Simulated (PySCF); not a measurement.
# ZrS₂: one geometry, several methods

Aim: at the PBE0 minimum of singlet ZrS₂, found before, compare methods on energies and levels.

Method: several methods, basis Zr def2-TZVP with ECP28, S def2-TZVP, scalar-relativistic core potentials, no spin–orbit coupling, density fitting; program: PySCF 2.14.0.

## Step 1: Starting geometry

3 atoms, charge 0, spin multiplicity 1.

Bond lengths: Zr1–S2 2.207 Å, Zr1–S3 2.207 Å. Angles: S2–Zr1–S3 110.0°.

```xyz
3
charge 0 multiplicity 1
Zr    0.0947    0.5175    0.0000
S    -0.1331   -0.7273    1.8078
S    -0.1331   -0.7273   -1.8078
```

## Step 2: PBE0

The steps are one call of a driver around PySCF; scf.py gives each level's set-up. Each SCF starts from the density of the minimum. The driver also runs the species with one electron less or more at the same geometry (one less: multiplicity 2); their logs are not shown.

Input file scf.py:

```python
from pyscf import gto, scf, dft
mol = gto.M(atom='''
Zr     0.094716     0.517550    -0.000000
S     -0.133110    -0.727342     1.807837
S     -0.133110    -0.727342    -1.807837''',
    basis={'Zr': 'def2-TZVP', 'S': 'def2-TZVP'},
    ecp={'Zr': 'def2-TZVP'},
    charge=0, spin=0)
mf = dft.RKS(mol, xc='PBE0')
mf.grids.atom_grid = (75, 302)
aux = {'Zr': 'def2-universal-JKFIT', 'S': 'def2-universal-JKFIT'}
mf = mf.density_fit(auxbasis=aux)
mf.kernel()
```

## Step 3: HF

scf.py: that of step 2 with these lines changed.

```diff
@@ -9,2 +9 @@
-mf = dft.RKS(mol, xc='PBE0')
-mf.grids.atom_grid = (75, 302)
+mf = scf.RHF(mol)
```

## Step 4: PBE

scf.py: that of step 3 with these lines changed.

```diff
@@ -9 +9,2 @@
-mf = scf.RHF(mol)
+mf = dft.RKS(mol, xc='PBE')
+mf.grids.atom_grid = (75, 302)
```

## Step 5: r2SCAN

scf.py: that of step 4 with these lines changed.

```diff
@@ -9,2 +9,2 @@
-mf = dft.RKS(mol, xc='PBE')
-mf.grids.atom_grid = (75, 302)
+mf = dft.RKS(mol, xc='R2SCAN')
+mf.grids.atom_grid = (90, 434)
```

## Step 6: B3LYP

scf.py: that of step 5 with these lines changed.

```diff
@@ -9,2 +9,2 @@
-mf = dft.RKS(mol, xc='R2SCAN')
-mf.grids.atom_grid = (90, 434)
+mf = dft.RKS(mol, xc='B3LYP')
+mf.grids.atom_grid = (75, 302)
```

## Step 7: TPSSh

scf.py: that of step 6 with these lines changed.

```diff
@@ -9,2 +9,2 @@
-mf = dft.RKS(mol, xc='B3LYP')
-mf.grids.atom_grid = (75, 302)
+mf = dft.RKS(mol, xc='TPSSH')
+mf.grids.atom_grid = (90, 434)
```

(Steps that only read results are left out.)

Q: Predict the outcome of this session. Wanted: atomisation energy, range; vertical ionisation energy, range; orbital gap, range.

**Answer**, as computed:

```
                         quantity                          value
        atomisation energy, range  558 (HF) to 1125 (PBE) kJ/mol
vertical ionisation energy, range    7.20 (HF) to 8.25 (PBE0) eV
               orbital gap, range     1.28 (PBE) to 7.36 (HF) eV
```

What this shows: The atomisation energy spreads over 568 kJ/mol, from HF to PBE; without a CCSD(T) value for it there is no yardstick here. Spin contamination is strong in at least one of the open-shell species at HF.
